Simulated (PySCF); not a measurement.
# ErF3(NH3): how tightly the ligands are held

What does it cost to pull a ligand from ErF3(NH3)? It is a constructed species; whether it can be made isn't addressed.

Computed with PySCF 2.14.0. Level: PBE, Er lcecp-1-SVP with ECP57, F def2-SVP, N def2-SVP, H def2-SVP; scalar-relativistic core potentials, no spin–orbit coupling.

5 further runs of the same task are left out: 2 for a known fault of the program, 3 that didn't finish.

## Step 1: Where the work starts

8 atoms, charge 0, spin multiplicity 1.

Bond lengths: Er1–F2 2.018 Å, Er1–F3 2.018 Å, Er1–F4 2.018 Å, Er1–N5 2.480 Å, N5–H6 1.031 Å, N5–H7 1.031 Å, N5–H8 1.031 Å. Angles: F2–Er1–F3 117.4°, F2–Er1–F4 117.4°, F2–Er1–N5 99.4°, F3–Er1–F4 117.4°, F3–Er1–N5 99.4°, F4–Er1–N5 99.4°, Er1–N5–H6 112.6°, Er1–N5–H7 112.6°, Er1–N5–H8 112.6°, H6–N5–H7 106.2°, H6–N5–H8 106.2°, H7–N5–H8 106.2°.

As a file:

```
atom    x (Å)    y (Å)    z (Å)
 Er1   0.0868  -0.0868   0.0868
  F2   1.0896   1.3491   1.0896
  F3  -1.3491  -1.0896   1.0896
  F4   1.0896  -1.0896  -1.3491
  N5  -1.3450   1.3450  -1.3450
  H6  -1.9621   1.9621  -0.7960
  H7  -0.7960   1.9621  -1.9621
  H8  -1.9621   0.7960  -1.9621
```

Formal oxidation states: Er +3. Each metal's 11 4f electrons lie in its core potential, so multiplicities, spins and levels count the valence alone. An earlier session relaxed this geometry at PBE, Er lcecp-1-SVP with ECP57, F def2-SVP, N def2-SVP, H def2-SVP (singlet, point group C3v).

## Step 2: F taken off

The ligand (atom 2) keeps its formal charge and a closed shell where it can; ligand and rest are solved at the complex's geometry, in vacuum, with the settings of the relaxation.

| part | charge | state | energy (Eh) |
| --- | --- | --- | --- |
| complex | 0 | singlet | -394.017845 |
| ligand | -1 | singlet | -99.585598 |
| rest | 1 | singlet | -294.011667 |

Wall time 1.9 s (2 threads of Arm Neoverse V2, shared host).

## Step 3: Rigid scan of F

Atom 2 moves along the line from atom 1; the distance is to the donor, the donors' midpoint or the ring centre. Each point starts from the density of the one before.

```csv
distance (Å),energy from the relaxed point (eV)
1.72,1.380
1.82,0.519
1.92,0.110
2.02,0.000
2.12,0.083
2.22,0.289
2.42,0.889
2.72,1.920
3.12,3.166
3.62,4.330
```

Wall time 21 s (2 threads of Arm Neoverse V2, shared host).

## Step 4: NH3 taken off

The ligand (atoms 5, 6, 7, 8) keeps its formal charge and a closed shell where it can; ligand and rest are solved at the complex's geometry, in vacuum, with the settings of the relaxation.

```
   part  charge    state  energy (Eh)
complex       0  singlet  -394.017845
 ligand       0  singlet   -56.432935
   rest       0  singlet  -337.522996
```

Run time: 1.1 s. Hardware: 2 threads of Arm Neoverse V2, shared host.

## Step 5: Rigid scan of NH3

Atoms 5, 6, 7, 8 move together along the line from atom 1; the distance is to the donor, the donors' midpoint or the ring centre. Each point starts from the density of the one before.

```csv
distance (Å),energy from the relaxed point (eV)
2.18,0.361
2.28,0.138
2.38,0.030
2.48,0.000
2.58,0.022
2.68,0.078
2.88,0.242
3.18,0.520
3.58,0.845
4.08,1.135
```

It took 16 s on 2 threads of Arm Neoverse V2, shared host.

## Step 6: Outcome

| quantity | value |
| --- | --- |
| taking off F | 11.44 eV |
| stiffness of the F contact | 19.3 eV/Å² |
| taking off NH3 | 1.68 eV |
| stiffness of the NH3 contact | 5.2 eV/Å² |

What this shows: Taking off F as a fragment of charge -1 costs 11.44 eV, much of it the attraction of the two charges. Near 2.02 Å the F contact has a stiffness of about 19.3 eV/Å², and the energy stands 4.33 eV higher at 3.62 Å. Taking off NH3 as a fragment of charge +0 costs 1.68 eV. Near 2.48 Å the NH3 contact has a stiffness of about 5.2 eV/Å², and the energy stands 1.14 eV higher at 4.08 Å. The free anion is solved without diffuse functions, no counterpoise correction is made, and the parts aren't relaxed; each of these makes the binding look larger. These are double-zeta-type bases without diffuse functions. Spin–orbit coupling is left out.
